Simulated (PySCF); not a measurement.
# FSYb (Yb(S)(F)-): the cost of one run

Method: PBE0, Yb def2-SVP with ECP28, S def2-SVP, F def2-SVP; scalar-relativistic core potentials, no spin–orbit coupling; program: PySCF 2.14.0.

2 further runs of the same task are left out: 1 for a known fault of the program, 1 that didn't finish.

### 1 Where the work starts

3 atoms, charge -1, spin multiplicity 1.

Bond lengths: Yb1–S2 2.472 Å, Yb1–F3 2.068 Å. Angles: S2–Yb1–F3 133.5°.

Geometry (Å):

```xyz
3
charge -1, multiplicity 1
Yb   -0.1951    0.0000   -0.1831
S     2.0830    0.0000    0.7777
F    -2.0900    0.0000    0.6460
```

Formal oxidation states: Yb +2. An earlier session relaxed this geometry at PBE0, Yb def2-SVP with ECP28, S def2-SVP, F def2-SVP (singlet, point group Cs).

Its energy there is -1656.898656 Eh.

### 2 One electron removed, multiplicity 2

run.py (the lines that set the calculation) reads:

```python
mol = gto.M(atom='''
Yb    -0.19508     0.00000    -0.18310
S      2.08297     0.00000     0.77769
F     -2.08996     0.00000     0.64600''',
    basis={'Yb': 'def2-SVP', 'S': 'def2-SVP', 'F': 'def2-SVP'},
    ecp={'Yb': 'def2-SVP'},
    charge=0, spin=1)
mf = dft.UKS(mol, xc='PBE0')
mf.grids.atom_grid = (50, 194)  # f atoms: unpruned, at least (60, 302)
mf = mf.density_fit()  # fitting sets: Yb def2-universal-JKFIT, S def2-universal-JKFIT, F def2-universal-JKFIT
mf.conv_tol = 1e-08; mf.max_cycle = 55
mf.kernel(dm0)  # dm0: the density of the relaxed state
```

Started as:

```console
OMP_NUM_THREADS=2 python run.py
```

**Question.** How long does this run take on 2 threads of Arm Neoverse V1, shared host?

About 4.6 s.
